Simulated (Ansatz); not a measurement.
Write the native input for Ansatz 0.2.0 that does the following.

```yaml
Task: single point
Functional: PBEsol
Potentials_or_basis: all-electron LAPW, scalar-relativistic
Cutoff: 253 eV (chosen from the basis error)
Basis_error_allowed: 0.001 eV/atom
k_mesh: 9 × 9 × 9
Occupations: fermi-dirac, width 0.05 eV
Spin: no spin polarisation
```

Ag3Au:

```
CELL_PARAMETERS angstrom
-2.05950 2.05950 4.09760
2.05950 -2.05950 4.09760
2.05950 2.05950 -4.09760
ATOMIC_POSITIONS crystal
Au 0.01309 0.00657 0.01516
Ag 0.51258 0.51144 0.01207
Ag 0.24762 0.73911 0.48431
Ag 0.75369 0.25231 0.51498
```

The cell comes from a database or a generator and needn't be the stable form of this composition.

The cell isn't the ideal one: atoms moved at random, drawn with an rms of 0.05 Å.

One way to write it, as run:

input.yaml

```yaml
crystal:
  lattice:
    - [-2.059501, 2.059501, 4.09760052]
    - [2.059501, -2.059501, 4.09760052]
    - [2.059501, 2.059501, -4.09760052]
  atoms:
    - { symbol: Au, position: [0.01309, 0.006571, 0.015165] }
    - { symbol: Ag, position: [0.512575, 0.511438, 0.012066] }
    - { symbol: Ag, position: [0.247622, 0.739113, 0.48431] }
    - { symbol: Ag, position: [0.753687, 0.252308, 0.514976] }
kpoints:
  mp_grid: { grid: [9, 9, 9] }
scf:
  occupations: { method: fermi_dirac, width: 0.05 }
hamiltonian:
  xc: pbesol
  pseudopotentials: { kind: all_electron, lapw: { basis_error: 0.001 } }
output:
  forces: true
  stress: true
  eigenvalues: true
  populations: true
```

Potentials or basis: all-electron LAPW, scalar-relativistic.

Command:

```console
$ ansatz run input.yaml --threads 2 --pin off --max-ram 8192MiB --backend cpu --events-out ev --progress --plain --runs-dir out
```

It gave:

```yaml
Pressure: -4.3 GPa
Largest_force: 0.432 eV/Å
Band_gap_on_the_k_mesh: none (metal or under the smearing width)
```

Run time: 9.4 min on 2 threads of AMD EPYC 7R43 64-Core Processor (Zen 3), with other jobs on the host, peak memory 2.7 GiB.
